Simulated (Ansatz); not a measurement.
Turn this script for Ansatz 0.2.0, Python API into the input file that the command-line program reads.

`run_deck.py`:
```python
# -*- coding: utf-8 -*-
import ansatz


def main():
    deck = {
        'crystal': {
            'periodic': [False, False, False],
            'atoms': [
                {'symbol': 'Cl', 'position_ang': [-0.8027, -2.3704, -0.5626]},
                {'symbol': 'Si', 'position_ang': [0.0086, -0.7546, 0.3545]},
                {'symbol': 'Cl', 'position_ang': [1.575, -1.2674, 1.4702]},
                {'symbol': 'C', 'position_ang': [-0.2477, 0.9485, -0.1162]},
                {'symbol': 'S', 'position_ang': [0.8364, 0.4969, -1.2889]},
                {'symbol': 'H', 'position_ang': [-0.0203, 1.7244, 0.588]},
                {'symbol': 'H', 'position_ang': [-1.288, 1.1545, -0.4906]},
            ],
        },
        'basis': {'gaussian': {'orbitals': 'def2-SVP'}},
        'hamiltonian': {'xc': 'pbe0'},
        'accuracy': 'medium',
        'scf': {'lower_state_search': 'full'},
    }
    session = ansatz.Session.from_dict(deck)
    data = session.plan(threads=1).execute().report

    print(f'E = {data["free_energy_ev"]:.6f} eV = {data["free_energy_ev"] / 27.211386246:.7f} Ha')
    print('converged:', data['converged'], ' doubts:', data['published_state_doubts'] or 'none')
    symbols = ['Cl', 'Si', 'Cl', 'C', 'S', 'H', 'H']


if __name__ == '__main__':
    main()
```

`python run_deck.py` gives:
```text
E = -44798.282597 eV = -1646.3065201 Ha
converged: True  doubts: none
```

`input.yaml`:
```yaml
crystal:
  periodic: [false, false, false]
  atoms:
    - { symbol: Cl, position_ang: [-0.8027, -2.3704, -0.5626] }
    - { symbol: Si, position_ang: [0.0086, -0.7546, 0.3545] }
    - { symbol: Cl, position_ang: [1.575, -1.2674, 1.4702] }
    - { symbol: C, position_ang: [-0.2477, 0.9485, -0.1162] }
    - { symbol: S, position_ang: [0.8364, 0.4969, -1.2889] }
    - { symbol: H, position_ang: [-0.0203, 1.7244, 0.588] }
    - { symbol: H, position_ang: [-1.288, 1.1545, -0.4906] }
basis:
  gaussian:
    orbitals: def2-SVP
hamiltonian:
  xc: pbe0
accuracy: medium
scf:
  lower_state_search: full
```

Notes:
- The settings weren't tested for convergence.
- The geometry is a force-field or estimated start, not a minimum of this method, and the basis set is short of its limit.
- It ran for 3 s on 1 thread of Arm Neoverse V2 (shared host), peak memory 0.24 GiB.

(Lines on the test bed's own set-up are left out of the output.)
